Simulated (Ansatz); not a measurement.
**Cl₂GeH₄Si: small, medium and large basis sets**

One table from this session's results is given with a row withheld; the runs are named, their logs left out.

The runs use Ansatz 0.2.0, Gaussian basis; one geometry, several basis sets.

Plan: PBE0-D4/def2-SVP; ωB97M-V/def2-SVP; PBE0-D4/def2-QZVPP; ωB97M-V/def2-QZVPP; the functionals' def2-TZVPP values are taken from earlier runs.

### The geometry

All runs share one geometry, relaxed beforehand with PBE0-D4 in a triple-zeta def2 set.

SMILES `Cl[SiH](Cl)[GeH3]`, 8 atoms, charge 0, spin multiplicity 1.

Atoms are counted from 1 here; the program's logs count them from 0.

Bond lengths: Cl1–Si2 2.052 Å, Si2–Cl3 2.052 Å, Si2–Ge4 2.375 Å, Si2–H5 1.480 Å, Ge4–H6 1.536 Å, Ge4–H7 1.534 Å, Ge4–H8 1.536 Å. Angles: Cl1–Si2–Cl3 109.1°, Cl1–Si2–Ge4 109.3°, Cl1–Si2–H5 107.2°, Cl3–Si2–Ge4 109.3°, Cl3–Si2–H5 107.2°, Ge4–Si2–H5 114.7°, Si2–Ge4–H6 109.6°, Si2–Ge4–H7 108.8°, Si2–Ge4–H8 109.6°, H6–Ge4–H7 109.7°, H6–Ge4–H8 109.5°, H7–Ge4–H8 109.7°.

Set-up of the first run:

Input file in.yaml:

```yaml
crystal:
  periodic: [false, false, false]
  atoms:
    - {symbol: Cl, position_ang: [1.525166, -1.984432, 0.818375]}
    - {symbol: Si, position_ang: [1.094980, -0.039675, 0.326058]}
    - {symbol: Cl, position_ang: [2.242578, 0.517010, -1.281073]}
    - {symbol: Ge, position_ang: [-1.201931, 0.135106, -0.252902]}
    - {symbol: H, position_ang: [1.509205, 0.802434, 1.470983]}
    - {symbol: H, position_ang: [-1.526794, 1.586463, -0.635409]}
    - {symbol: H, position_ang: [-1.482189, -0.788817, -1.444893]}
    - {symbol: H, position_ang: [-2.068816, -0.285189, 0.942960]}
basis:
  gaussian: {orbitals: def2-SVP}
hamiltonian: {xc: pbe0, dispersion: d4}
output: {orbitals: {seedname: orbitals}}
```

Launch:

```bash
$ ansatz run in.yaml --threads 4 --pin off --events-out ev --progress --plain --max-ram 10444MiB
```

Steps of the session up to this table: PBE0-D4 in def2-SVP; ωB97M-V in def2-SVP; PBE0-D4 in def2-QZVPP; ωB97M-V in def2-QZVPP.

One of the session's tables, all rows but one given; the rest of the session is left out.

It belongs to the step «Density functionals: the series». 

```
functional       basis  HOMO (eV)  LUMO (eV)
   PBE0-D4    def2-SVP      -8.14      -0.12
   PBE0-D4  def2-TZVPP      -8.21      -0.39
   PBE0-D4  def2-QZVPP      -8.23      -0.51
   ωB97M-V    def2-SVP     -10.13       1.84
   ωB97M-V  def2-TZVPP     -10.24       1.49
   ωB97M-V  def2-QZVPP          ?          ?
```

Q: Estimate the row for ωB97M-V, def2-QZVPP from the others.

The run gave: HOMO (eV): -10.26; LUMO (eV): 1.24. In the column «HOMO (eV)» it is the lowest.
